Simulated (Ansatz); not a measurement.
**CH3AlCl2: short molecular-dynamics run in Python**

How does CH3AlCl2 move over a short run? A script is to give a short molecular-dynamics run; the system is CH3AlCl2. SMILES: [AlH2][CH](Cl)Cl.

Program: Ansatz 0.2.0 through its Python package. Level of theory: PBE+D3(BJ)/6-31G. These are calculated values, not measurements.

### 1 The structure

Bond lengths: Al1–C2 1.927 Å, C2–Cl3 1.758 Å, C2–Cl4 1.731 Å, Al1–H5 1.652 Å, Al1–H6 1.625 Å, C2–H7 1.134 Å. Angles: Al1–C2–Cl3 108.6°, Al1–C2–Cl4 111.8°, Al1–C2–H7 109.5°, Cl3–C2–Cl4 109.3°, Cl3–C2–H7 109.3°, Cl4–C2–H7 108.3°, C2–Al1–H5 120.6°, C2–Al1–H6 123.0°, H5–Al1–H6 116.3°.

No structure file is read: the coordinates are typed or built in the script.

### 2 The script

Input file run_md.py:

```python
import ansatz
import numpy as np

BASIS_SET = "6-31G"
FUNCTIONAL = "pbe"
VDW = "d3bj"
N_STEPS = 20
TEMPERATURE_K = 800

GEOMETRY = """
Al   -0.54120    0.92350   -0.02690
C     0.54080   -0.67090   -0.06310
Cl    0.92800   -1.12300    1.59110
Cl   -0.27570   -1.98530   -0.83860
H    -1.10980    1.58710   -1.42930
H    -0.98130    1.66410    1.35080
H     1.50040   -0.46350   -0.62970
"""

molecule = ansatz.Crystal.molecule()
for line in GEOMETRY.strip().splitlines():
    symbol, *xyz = line.split()
    molecule = molecule.atom(symbol, [float(v) for v in xyz])

base = molecule.calculation()
base = base.basis(gaussian=BASIS_SET)
base = base.functional(FUNCTIONAL, dispersion=VDW)
symbols = [site.symbol for site in molecule.cartesian_sites]
start = np.array([site.position_ang for site in molecule.cartesian_sites], dtype=float)
rep = base.relax(force_tolerance=0.02).run(threads=1, pin="off").report
end = np.array(rep["positions_ang"])
minimum = ansatz.Crystal.molecule()
for symbol, place in zip(symbols, end):
    minimum = minimum.atom(symbol, place.tolist())

base = (
    minimum.calculation()
    .basis(gaussian=BASIS_SET)
    .functional(FUNCTIONAL, dispersion=VDW)
    .md("nve", timestep=0.5, steps=N_STEPS, temperature=TEMPERATURE_K, initial_velocities="maxwell_boltzmann", seed=98)
)
frames = []
outcome = base.session().plan().execute(on_event=lambda e: frames.append(e["data"]) if e["event"] == "md_step" else None)
print("t (fs)   E_pot (eV)      E_kin (eV)   T (K)   d(0-1) (A)")
for f in frames[::1]:
    xyz = np.array(f["positions_ang"])
    print(f"{f['time_fs']:6.2f} {f['lagrangian_ev']:14.5f} {f['e_kin_ev']:10.5f} {f['temperature_k']:8.1f} {np.linalg.norm(xyz[0] - xyz[1]):9.4f}")
kept = np.array([f["conserved_ev"] for f in frames])
print(f"conserved energy moves by at most {1000 * np.ptp(kept):.3f} meV")
symbols = [site.symbol for site in molecule.cartesian_sites]
with open("last_frame.xyz", "w") as handle:
    handle.write(f"{len(symbols)}\nt = {frames[-1]['time_fs']} fs\n")
    handle.writelines("{:2s} {:10.5f} {:10.5f} {:10.5f}\n".format(s, *xyz) for s, xyz in zip(symbols, frames[-1]["positions_ang"]))
```

### 3 Launch

Launch:

```
$ python run_md.py
```

Without the output at hand: what should come out? Wanted: moves of the relaxation of run 1; energy gained in run 1; last largest force component of run 1; mean temperature, second half; farthest move; largest change of the conserved energy.

**Answer**, as computed:

```
                              quantity            value
                         runs compared                2
      moves of the relaxation of run 1               10
                energy gained in run 1         0.691 eV
 last largest force component of run 1      0.0057 eV/Å
                     length of the run  20 steps, 10 fs
         mean temperature, second half            651 K
                         farthest move           0.57 Å
largest change of the conserved energy    0.04 meV/atom
```

**Reading.** Run 1: The relaxation took 10 moves; the largest shift is 0.648 Å, of atom 6 (H). The temperature swings between 603 and 800 K, with a mean of 651 K in the second half; 7 atoms fluctuate widely. The conserved energy stays within 0.04 meV/atom, so the time step holds. A run of 10 fs is far too short for averages. Reading the output:
- The trajectory is only some femtoseconds long, and gives no averages; where the script doesn't relax first, it starts from a rough generated geometry.
- The temperature counts the internal degrees of freedom alone.
